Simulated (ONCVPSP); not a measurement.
# Pseudopotential generation for gallium: ONCV, PBE

Task: generate the file, and judge it by its errors in other configurations, its logarithmic derivatives, its ghosts and its cutoff.

The numbers are computed with ONCVPSP 4.0.1.1 (patched build) (PBE, scalar-relativistic, spin-unpolarised reference atom).

### 1 Starting point

Typed settings, in words:

| Item | Value |
| --- | --- |
| element | gallium (Ga, Z = 31) |
| type | optimised norm-conserving Vanderbilt (ONCV) |
| frozen core | [Ar] |
| valence charge | 13 |
| reference configuration | 3d10 4s1.5 4p1.5 |
| partial waves | 4s: rc 2.00 bohr, ncon 4, nbas 8, qcut 3 1/bohr, 2 projectors, debl 1.8 Ha; 4p: rc 2.70 bohr, ncon 4, nbas 9, qcut 3.2 1/bohr, 1 projector; 3d: rc 1.10 bohr, ncon 4, nbas 8, qcut 14.5 1/bohr, 1 projector |
| local potential | polynomial inside 0.80 bohr (lpopt 5, dvloc0 0 Ha) |
| core correction | not asked for |

The nodes and maxima of the atom's own shells, from an earlier all-electron run, set the scale for the radii.

All-electron outer shells of the reference configuration (PBE, scalar-relativistic, ld1.x):

| shell | level (eV) | outermost node (bohr) | outermost maximum (bohr) |
| --- | --- | --- | --- |
| 3s | -149.12 | 0.27 | 0.56 |
| 3p | -99.85 | 0.24 | 0.56 |
| 3d | -20.12 | – | 0.53 |
| 4s | -9.52 | 0.81 | 1.87 |
| 4p | -2.98 | 0.87 | 2.50 |

### 2 Generating the potential

The input, Ga.dat:

```
# ATOM AND REFERENCE CONFIGURATION
# atsym  z   nc   nv     iexc    psfile
  Ga 31.00    5    3        4      upf
#
#   n    l    f
    1    0    2.00
    2    0    2.00
    2    1    6.00
    3    0    2.00
    3    1    6.00
    3    2   10.00
    4    0    1.50
    4    1    1.50
#
# PSEUDOPOTENTIAL AND OPTIMIZATION
# lmax
    2
#
#   l,   rc,      ep,       ncon, nbas, qcut
    0    2.00    0.00    4    8    3.00
    1    2.70    0.00    4    9    3.20
    2    1.10    0.00    4    8   14.50
#
# LOCAL POTENTIAL
# lloc, lpopt,  rc(5),   dvloc0
    4    5    0.80    0.00
#
# VANDERBILT-KLEINMAN-BYLANDER PROJECTORs
# l, nproj, debl
    0    2    1.80
    1    1    3.60
    2    1    0.70
#
# MODEL CORE CHARGE
# icmod, fcfact, rcfact
    0    0.00    0.00
#
# LOG DERIVATIVE ANALYSIS
# epsh1, epsh2, depsh
   -2.00    5.00    0.02
#
# OUTPUT GRID
# rlmax, drl
    6.00    0.01
#
# TEST CONFIGURATIONS
# ncnf
    4
# nvcnf
#   n    l    f
    3
    3    2   10.00
    4    0    2.00
    4    1    1.00
#
    3
    3    2   10.00
    4    0    2.00
    4    1    0.00
#
    3
    3    2   10.00
    4    0    1.00
    4    1    0.00
#
    3
    3    2    9.00
    4    0    0.00
    4    1    0.00
#
```

On the command line:

```bash
oncvpsp.x < Ga.dat > Ga.out
```

What does the calculation give? Wanted: cutoffs for 1 and 0.1 mHa per electron, occupied waves; bound ghosts; GHOST(+) flags; largest test error; largest phase difference near zero energy, channels read.

**Answer**, as computed:

| quantity | value |
| --- | --- |
| cutoffs for 1 and 0.1 mHa per electron, occupied waves | 85 Ha and 94 Ha |
| bound ghosts | s at -111.50 eV, p at -17.92 eV |
| GHOST(+) flags | none at low energy |
| largest test error (AE − PS) | +1.4 meV, for 3d10 4s2 4p1 (2 tests unsolved) |
| largest phase difference near zero energy, channels read | 0.010 rad |

In words: It has a bound ghost (s, p), a state that the atom doesn't have, and that rules the file out. The worst unpolarised test, 3d10 4s2 4p1, is off by 1.4 meV on 3.2 eV; by total energies transferability rates as very good where solved. Atomic tests can pass in spite of a ghost, since they solve only for the levels asked. Of the tests 2 gave no usable energy difference, which is a warning in itself. It counts as very hard, with 85 Ha needed at the looser tolerance. At the looser tolerance the 3d wave is the slowest; 4s needs 18 Ha. Near zero energy the phases of the channels with partial waves agree within 0.010 rad. The pseudo curves have a pole with no partner nearby in the atom's: p at -0.65 Ha. All of this concerns the isolated atom, not yet a solid.
